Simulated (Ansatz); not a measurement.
**CH4O2SeSi: geometry optimisation, by script**

What geometry does CH4O2SeSi take? Wanted for CH4O2SeSi: a geometry optimisation. SMILES: O[Si]1([SeH])CO1.

All numbers are computed with the Python package of Ansatz 0.2.0. Level of theory: PBE0+D3(BJ)/def2-SVP.

## Step 1: The system

Bond lengths: O1–Si2 1.669 Å, Si2–Se3 2.256 Å, Si2–C4 1.815 Å, Si2–O5 1.779 Å, C4–O5 1.360 Å, O1–H6 1.055 Å, Se3–H7 1.550 Å, C4–H8 1.139 Å, C4–H9 1.035 Å. Angles (14 of 15 angles, heavy atoms first): O1–Si2–Se3 116.7°, O1–Si2–C4 121.9°, O1–Si2–O5 109.7°, Se3–Si2–C4 120.5°, Se3–Si2–O5 106.3°, C4–Si2–O5 44.5°, Si2–C4–O5 66.3°, Si2–O5–C4 69.2°, Si2–O1–H6 105.4°, Si2–Se3–H7 92.3°, Si2–C4–H8 113.7°, Si2–C4–H9 119.6°, O5–C4–H8 107.7°, O5–C4–H9 115.7°.

The script holds or builds the structure itself.

## Step 2: The code

File opt_ch4o2sesi.py:

```python
"""Minimum-energy structure of CH4O2SeSi."""

import itertools

import ansatz as az
from ase.data import atomic_numbers, covalent_radii
import numpy as np

GEOMETRY = """
O    -1.17030    0.88580    1.50930
Si   -0.01130    0.18240    0.53640
Se    2.02410    1.15500    0.52040
C    -0.42940   -1.09660   -0.68220
O    -0.57210    0.17210   -1.15160
H    -1.26160    1.87850    1.16400
H     2.65560   -0.03450   -0.24720
H    -1.47180   -1.53510   -0.54740
H     0.32550   -1.65370   -1.11870
"""

molecule = az.Crystal.molecule()
for line in GEOMETRY.strip().splitlines():
    symbol, *xyz = line.split()
    molecule = molecule.atom(symbol, [float(v) for v in xyz])

calculation = (
    molecule.calculation()
    .basis(gaussian="def2-SVP")
    .functional("pbe0", dispersion="d3bj")
)
symbols = [site.symbol for site in molecule.cartesian_sites]
start = np.array([site.position_ang for site in molecule.cartesian_sites], dtype=float)
def progress(event):
    if event["event"] == "relax_step":
        row = event["data"]
        print(f"step {row['step']:3d}  E = {row['lagrangian_ev']:.6f} eV  largest force component {row['allowed_force_max_ev_ang']:.4f} eV/A")


rep = calculation.relax(force_tolerance=0.01, max_steps=100).session().plan().execute(on_event=progress).report
end = np.array(rep["positions_ang"])

for key in ("converged", "free_energy_ev", "reference_energy_ev", "n_frozen", "n_occupied", "n_virtual"):
    print(f"{key:22s} {rep[key]}")

# pairs closer than 1.2 times the sum of covalent radii, before or after
radius = [covalent_radii[atomic_numbers[s]] for s in symbols]
span = lambda where, i, j: np.linalg.norm(where[i] - where[j])
bonded = [(i, j) for i, j in itertools.combinations(range(len(symbols)), 2) if min(span(start, i, j), span(end, i, j)) < 1.2 * (radius[i] + radius[j])]
print("pair        before    after (A)")
for i, j in bonded:
    print(f"{symbols[i]}{i}-{symbols[j]}{j}".ljust(10), f"{span(start, i, j):8.4f} {span(end, i, j):8.4f}")
```

## Step 3: What the engine is handed

The engine receives this input:

```yaml
crystal:
  periodic: [false, false, false]
  atoms:
    - { symbol: O, position_ang: [-1.1703, 0.8858, 1.5093] }
    - { symbol: Si, position_ang: [-0.0113, 0.1824, 0.5364] }
    - { symbol: Se, position_ang: [2.0241, 1.155, 0.5204] }
    - { symbol: C, position_ang: [-0.4294, -1.0966, -0.6822] }
    - { symbol: O, position_ang: [-0.5721, 0.1721, -1.1516] }
    - { symbol: H, position_ang: [-1.2616, 1.8785, 1.164] }
    - { symbol: H, position_ang: [2.6556, -0.0345, -0.2472] }
    - { symbol: H, position_ang: [-1.4718, -1.5351, -0.5474] }
    - { symbol: H, position_ang: [0.3255, -1.6537, -1.1187] }
basis:
  gaussian:
    orbitals: def2-SVP
hamiltonian:
  xc: pbe0
  dispersion: d3bj
relax:
  f_tol: 0.01
  max_steps: 100
```

## Step 4: Launch

Run with:

```console
python opt_ch4o2sesi.py
```

Without the output at hand: what should come out? Wanted: total energy; dipole moment; moves of the relaxation; energy gained; last largest force component.

The runs gave:

| quantity | value |
| --- | --- |
| total energy | -78393.8964 eV |
| dipole moment | 1.50 D |
| moves of the relaxation | 12 |
| energy gained | 0.969 eV |
| last largest force component | 0.0070 eV/Å |

**Reading.** The relaxation took 12 moves; the largest shift is 0.735 Å, of atom 6 (H). What to keep in mind:
- The end point is the stationary point reached from this start; no frequency run checks that it is a minimum, and the basis set is modest.
- Total less reference energy is the dispersion correction.
